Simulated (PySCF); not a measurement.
# HfNBr: singlet, from a linear start

Aim: relax HfNBr as a singlet from a linear start, check by its vibrations whether the end is a minimum, and collect its spectrum and constants.

The runs use PySCF 2.14.0; PBE0, basis Hf def2-TZVP with ECP60, N def2-TZVP, Br def2-TZVP, scalar-relativistic core potentials, no spin–orbit coupling, density fitting.

### 1 Starting geometry

3 atoms, charge 0, spin multiplicity 1.

Bond lengths: Hf1–N2 1.880 Å, Hf1–Br3 2.660 Å. Angles: N2–Hf1–Br3 180.0°.

```xyz
3
charge 0 multiplicity 1
Hf    0.0000    0.0000    0.0000
N     0.0000    0.0000   -1.8800
Br    0.0000    0.0000    2.6600
```

### 2 First SCF at the start

The steps below are one call of a driver around PySCF. For each, scf.py gives the equivalent set-up of the SCF; relaxations use the driver's own optimiser. After this first run the driver tries any further starts and a stability analysis.

scf.py reads:

```python
from pyscf import gto, scf, dft
mol = gto.M(atom='''
Hf     0.000000     0.000000     0.000000
N      0.000000     0.000000    -1.880000
Br     0.000000     0.000000     2.660000''',
    basis={'Hf': 'def2-TZVP', 'N': 'def2-TZVP', 'Br': 'def2-TZVP'},
    ecp={'Hf': 'def2-TZVP'},
    charge=0, spin=0)
mf = dft.RKS(mol, xc='PBE0')
mf.grids.atom_grid = (50, 194)
aux = {'Hf': 'def2-universal-JKFIT', 'N': 'def2-universal-JKFIT', 'Br': 'def2-universal-JKFIT'}
mf = mf.density_fit(auxbasis=aux)
mf.conv_tol = 1e-08
mf.diis_space = 10
mf.max_cycle = 60
mf.init_guess = 'minao'
mf.verbose = 4
mf.kernel()
```

On the command line:

```
> OMP_NUM_THREADS=4 python axn.py task.json out
```

The log of the run, shortened:

```text
[... the frontier levels of the middle cycles are left out ...]
init E= -2657.08263822671
  HOMO = -0.424225874079263  LUMO = -0.331446776042668  gap/eV = 2.52465
cycle= 1 E= -2676.26249852224  delta_E= -19.2  |g|= 0.963  |ddm|= 6.45
cycle= 2 E= -2672.96729935206  delta_E=  3.3  |g|= 2.82  |ddm|= 2.91
  HOMO = -0.196045577106233  LUMO = -0.11987335620708  gap/eV = 2.07275
cycle= 3 E= -2676.37039345209  delta_E= -3.4  |g|= 0.618  |ddm|= 2.87
cycle= 4 E= -2676.47854514983  delta_E= -0.108  |g|= 0.162  |ddm|= 0.555
cycle= 5 E= -2676.48441362336  delta_E= -0.00587  |g|= 0.0909  |ddm|= 0.278
cycle= 6 E= -2676.48647393062  delta_E= -0.00206  |g|= 0.0594  |ddm|= 0.13
cycle= 7 E= -2676.48678763467  delta_E= -0.000314  |g|= 0.0466  |ddm|= 0.0241
cycle= 8 E= -2676.4870207877  delta_E= -0.000233  |g|= 0.0376  |ddm|= 0.0252
cycle= 9 E= -2676.4873867635  delta_E= -0.000366  |g|= 0.00614  |ddm|= 0.055
cycle= 10 E= -2676.48739514269  delta_E= -8.38e-06  |g|= 0.00164  |ddm|= 0.00323
cycle= 11 E= -2676.48739594106  delta_E= -7.98e-07  |g|= 0.00169  |ddm|= 0.005
cycle= 12 E= -2676.48739683461  delta_E= -8.94e-07  |g|= 7.13e-05  |ddm|= 0.00334
cycle= 13 E= -2676.48739683669  delta_E= -2.09e-09  |g|= 1.38e-05  |ddm|= 0.000161
  HOMO = -0.224848473123795  LUMO = -0.144460663995476  gap/eV = 2.18746
Extra cycle  E= -2676.48739683641  delta_E= 2.81e-10  |g|= 4.02e-05  |ddm|= 3.36e-05
converged SCF energy = -2676.48739683641
```

This step, with its further starts and checks, needed 7.5 s of wall time on 4 threads of Arm Neoverse V2, shared host.

The starts that the driver tried:

```csv
start,energy (Eh)
the minimal-basis guess,-2676.487397
a thermally smeared density,-2676.487397
a smeared PBE density,-2676.487397
```

No lower closed-shell solution turned up from the other starts or in the test of internal stability.

### 3 Relaxing the singlet from the linear start

The program finds C∞v symmetry in the start, which this walk keeps. Threshold on the gradient: 0.0003 Eh/bohr, with a further test on the energy change.

Changes to scf.py since step 2:

```diff
@@ -3,3 +3,3 @@
-Hf     0.000000     0.000000     0.000000
-N      0.000000     0.000000    -1.880000
-Br     0.000000     0.000000     2.660000''',
+Hf     0.000000     0.000000    -0.672842
+N      0.000000     0.000000    -2.552842
+Br     0.000000     0.000000     1.987158''',
@@ -16 +15,0 @@
-mf.init_guess = 'minao'
```

The optimiser's trace:

```csv
step,energy (Eh),change (kJ/mol),largest symmetric gradient (Eh/bohr)
0,-2676.487397,0.00,0.12164
1,-2676.510245,-59.99,0.00723
2,-2676.510302,-60.14,0.00457
3,-2676.510319,-60.18,0.00100
4,-2676.510322,-60.19,0.00018
```

The walk took 7.6 s.

Positions (Å) and forces (eV/Å) along the way:

```
step 0
Hf   0.000   0.000  -0.673   0.000   0.000  -5.898
N    0.000   0.000  -2.553   0.000   0.000   6.255
Br   0.000   0.000   1.987   0.000   0.000  -0.357
step 1
Hf   0.000   0.000  -0.727   0.000   0.000  -0.255
N    0.000   0.000  -2.440   0.000   0.000   0.372
Br   0.000   0.000   1.928   0.000   0.000  -0.117
step 2
Hf   0.000   0.000  -0.728   0.000   0.000   0.235
N    0.000   0.000  -2.431   0.000   0.000  -0.181
Br   0.000   0.000   1.921   0.000   0.000  -0.054
step 3
Hf   0.000   0.000  -0.726   0.000   0.000   0.051
N    0.000   0.000  -2.432   0.000   0.000  -0.017
Br   0.000   0.000   1.919   0.000   0.000  -0.034
step 4
Hf   0.000   0.000  -0.725   0.000   0.000   0.003
N    0.000   0.000  -2.431   0.000   0.000   0.007
Br   0.000   0.000   1.917   0.000   0.000  -0.009
```

After 4 steps and 60.2 kJ/mol it ends at C∞v: Hf–Br 2.642 Å, Hf–N 1.706 Å; Br–Hf–N 180.0°.

### 4 Vibrations and properties at this point

On the finer grid the gradient is checked again; gradients at displacements of ±0.02 bohr then give force constants and infrared intensities.

Changes to scf.py since step 3:

```diff
@@ -3,3 +3,3 @@
-Hf     0.000000     0.000000    -0.672842
-N      0.000000     0.000000    -2.552842
-Br     0.000000     0.000000     1.987158''',
+Hf     0.000000     0.000000    -0.676701
+N      0.000000    -0.000000    -2.382833
+Br    -0.000000     0.000000     1.965608''',
@@ -10 +10 @@
-mf.grids.atom_grid = (50, 194)
+mf.grids.atom_grid = (75, 302)
@@ -13 +13 @@
-mf.conv_tol = 1e-08
+mf.conv_tol = 1e-10
```

The driver hands on the density of the step before, so the log starts near convergence.

SCF at the final geometry:

```text
init E= -2676.51035447473
  HOMO = -0.23512971569115  LUMO = -0.128490594419856  gap/eV = 2.90180
cycle= 1 E= -2676.51035447238  delta_E= 2.35e-09  |g|= 0.000105  |ddm|= 7.99e-05
  HOMO = -0.235148139106938  LUMO = -0.128494218525871  gap/eV = 2.90220
cycle= 2 E= -2676.51035443164  delta_E= 4.07e-08  |g|= 0.000435  |ddm|= 0.000323
  HOMO = -0.235133702124778  LUMO = -0.128491580323174  gap/eV = 2.90188
cycle= 3 E= -2676.51035447488  delta_E= -4.32e-08  |g|= 4.96e-06  |ddm|= 0.000263
  HOMO = -0.235133483655021  LUMO = -0.12849142525367  gap/eV = 2.90188
cycle= 4 E= -2676.51035447489  delta_E= -8.19e-12  |g|= 4.7e-07  |ddm|= 4.64e-06
  HOMO = -0.235133584185093  LUMO = -0.128491454365157  gap/eV = 2.90188
Extra cycle  E= -2676.51035447488  delta_E= 3.64e-12  |g|= 1.59e-06  |ddm|= 1.02e-06
converged SCF energy = -2676.51035447488
```

The whole step took 21 s.

Geometry: C∞v; Hf–Br 2.642 Å, Hf–N 1.706 Å; Br–Hf–N 180.0°.

Harmonic modes (main isotopes):

```json
{"symmetry": "π", "ω (cm⁻¹)": "125i", "IR (km/mol)": "172"}
{"symmetry": "σ+", "ω (cm⁻¹)": "197", "IR (km/mol)": "13.5"}
{"symmetry": "σ+", "ω (cm⁻¹)": "1049", "IR (km/mol)": "238"}
```

With 2 modes imaginary (up to 125i cm⁻¹) this point is a saddle.

Properties at this point:

```
Dipole moment                                                   : 1.00 D
Highest occupied level                                          : -6.40 eV
Lowest empty level                                              : -3.50 eV
Rotational constants                                            : 0.03611 cm⁻¹
Zero-point energy (real modes)                                  : 7.5 kJ/mol
Principal polarisabilities                                      : 55.2, 55.2, 101.5 bohr³
Atomisation energy without zero-point energy                    : 819 kJ/mol
Principal traceless quadrupole moments about the centre of mass : -24.40, 12.20, 12.20 D Å
```

Charges (e) and bond orders:

| atom | Mulliken | Löwdin | polar tensor | Mayer order to Hf1 |
| --- | --- | --- | --- | --- |
| Hf1 | 0.96 | 0.50 | 1.90 | – |
| N2 | -0.47 | -0.34 | -1.24 | 3.06 |
| Br3 | -0.48 | -0.16 | -0.66 | 0.94 |

Outer orbital energies (eV). occupied: -20.83, -18.02, -9.48, -8.66, -8.66, -7.46, -7.46, -6.40; empty: -3.50, -2.35, -2.35, -0.74.

Mulliken populations on Hf1 (outside its core potential): s 2.44, p 6.25, d 2.28, f 0.08.

### 5 Leaving the saddle point

The atoms are moved a little along the softest imaginary mode and relaxed again.

The program finds Cs symmetry in the start, which this walk keeps. Threshold on the gradient: 0.0003 Eh/bohr, with a further test on the energy change.

Changes to scf.py since step 4:

```diff
@@ -3,3 +3,3 @@
-Hf     0.000000     0.000000    -0.676701
-N      0.000000    -0.000000    -2.382833
-Br    -0.000000     0.000000     1.965608''',
+Hf     0.005417    -0.031555    -0.676648
+N     -0.042299     0.246396    -2.382780
+Br    -0.004846     0.028230     1.965661''',
@@ -10 +10 @@
-mf.grids.atom_grid = (75, 302)
+mf.grids.atom_grid = (50, 194)
@@ -13 +13 @@
-mf.conv_tol = 1e-10
+mf.conv_tol = 1e-08
```

The optimiser's trace:

```csv
step,energy (Eh),change (kJ/mol),largest symmetric gradient (Eh/bohr)
0,-2676.510977,0.00,0.02252
1,-2676.512146,-3.07,0.00814
2,-2676.514925,-10.37,0.01500
3,-2676.520654,-25.41,0.00981
4,-2676.525172,-37.27,0.03878
5,-2676.528396,-45.73,0.04091
6,-2676.533949,-60.31,0.01608
7,-2676.534747,-62.41,0.01740
8,-2676.535238,-63.70,0.00413
9,-2676.535280,-63.81,0.00021
10,-2676.535280,-63.81,0.00001
```

The walk took 18 s.

Geometry (Å) and forces (eV/Å) at some steps:

```
step 0
Hf   0.005  -0.032  -0.677   0.027  -0.125  -1.081
N   -0.042   0.246  -2.383  -0.005   0.000   1.158
Br  -0.005   0.028   1.966  -0.022   0.126  -0.077
step 1
Hf   0.011  -0.063  -0.686   0.078  -0.418   0.132
N   -0.045   0.264  -2.357  -0.051   0.261  -0.108
Br  -0.007   0.042   1.950  -0.027   0.158  -0.025
step 5
Hf   0.093  -0.539  -0.735  -0.219   1.175  -1.384
N   -0.093   0.543  -2.128   0.206  -1.201   2.103
Br  -0.041   0.240   1.769   0.013   0.026  -0.719
step 10
Hf   0.113  -0.657  -0.758  -0.020  -0.004  -0.001
N   -0.102   0.596  -1.919   0.000   0.003   0.000
Br  -0.052   0.305   1.583   0.020   0.001   0.001
```

It settles in Cs symmetry, 63.8 kJ/mol below the start, after 10 steps: Hf–Br 2.537 Å, Hf–N 1.721 Å; Br–Hf–N 109.7°.

### 6 Vibrations and properties at this point

The same treatment as at the point before.

Changes to scf.py since step 5:

```diff
@@ -3,3 +3,3 @@
-Hf     0.005417    -0.031555    -0.676648
-N     -0.042299     0.246396    -2.382780
-Br    -0.004846     0.028230     1.965661''',
+Hf     0.058808    -0.342561    -0.617718
+N     -0.156311     0.910516    -1.777838
+Br    -0.106357     0.619535     1.723952''',
@@ -10 +10 @@
-mf.grids.atom_grid = (50, 194)
+mf.grids.atom_grid = (75, 302)
@@ -13 +13 @@
-mf.conv_tol = 1e-08
+mf.conv_tol = 1e-10
```

SCF at the final geometry:

```text
init E= -2676.53522948501
  HOMO = -0.224850254348456  LUMO = -0.122381978392102  gap/eV = 2.78830
cycle= 1 E= -2676.535229485  delta_E= 1e-11  |g|= 4.06e-06  |ddm|= 6e-06
  HOMO = -0.224848944964357  LUMO = -0.122381573098935  gap/eV = 2.78828
Extra cycle  E= -2676.535229485  delta_E= 2.73e-12  |g|= 8.68e-06  |ddm|= 9.16e-06
converged SCF energy = -2676.535229485
```

The whole step needed 28 s of wall time on 4 threads of Arm Neoverse V2, shared host.

Geometry: Cs; Hf–Br 2.537 Å, Hf–N 1.721 Å; Br–Hf–N 109.7°.

Modes, for the most abundant isotopes:

```
symmetry  ω (cm⁻¹)  IR (km/mol)  μ (u)     type
      a'       161         13.8  17.52     bend
      a'       244         42.1  69.82    mixed
      a'       980         87.8  14.98  stretch
```

No imaginary mode, so this is a minimum.

Properties at this point:

```
Dipole moment                                                   : 7.13 D
Highest occupied level                                          : -6.12 eV
Lowest empty level                                              : -3.33 eV
Rotational constants                                            : 0.5204, 0.04437, 0.04088 cm⁻¹
Zero-point energy                                               : 8.3 kJ/mol
Principal polarisabilities                                      : 43.2, 61.4, 88.6 bohr³
Atomisation energy without zero-point energy                    : 885 kJ/mol
Principal traceless quadrupole moments about the centre of mass : -20.92, 10.11, 10.81 D Å
Entropy at 298.15 K and 1 bar                                   : 310.0 J/(mol K)
Heat capacity Cp at 298.15 K                                    : 50.3 J/(mol K)
Enthalpy at 298.15 K above 0 K                                  : 12.96 kJ/mol
Rotational symmetry number                                      : 1
```

Populations by atom (charges in e):

| atom | Mulliken | Löwdin | polar tensor | Mayer order to Hf1 |
| --- | --- | --- | --- | --- |
| Hf1 | 0.91 | 0.42 | 1.31 | – |
| N2 | -0.50 | -0.39 | -0.76 | 3.05 |
| Br3 | -0.41 | -0.03 | -0.55 | 1.01 |

Mulliken populations on Hf1 (outside its core potential): s 2.28, p 6.26, d 2.49, f 0.07.

### 7 Would spin polarisation lower it?

At the lowest minimum the closed shell is tested against spin polarisation, on the (50, 194) grid. It is stable.

### 8 The points found, side by side

| spin | group | bonds | imaginary modes (cm⁻¹) | ΔE (kJ/mol) | with zero-point energy |
| --- | --- | --- | --- | --- | --- |
| singlet | Cs | Hf–Br 2.537 Å, Hf–N 1.721 Å | none | 0.0 | 0.0 |
| singlet | C∞v | Hf–Br 2.642 Å, Hf–N 1.706 Å | 125i, 125i | 65.3 | – |

### 9 Results

| quantity | value |
| --- | --- |
| minimum | singlet, Cs |
| geometry | Hf–Br 2.537 Å, Hf–N 1.721 Å; Br–Hf–N 109.7° |
| wavenumbers (cm⁻¹) | 161 (a'), 244 (a'), 980 (a') |
| dipole moment | 7.13 D |
| highest occupied, lowest empty level | -6.12, -3.33 eV |
| polar-tensor charge of Hf1 | +1.31 e |
| zero-point energy | 8.3 kJ/mol |
| entropy at 298.15 K | 310.0 J/(mol K) |
| atomisation energy (no zero-point energy) | 885 kJ/mol |

In words: From C∞v at the start the molecule goes to a Cs minimum, after a stop at a second-order saddle point 65.3 kJ/mol higher, from which it was pushed off along an imaginary mode. The strongest infrared band lies at 980 cm⁻¹ (a', stretch). With 7.1 D the molecule is strongly polar. Other starts or spin states, not run here, may lie lower. Spin–orbit coupling, left out here, can matter for elements this heavy.

The search up to here took 84 s.
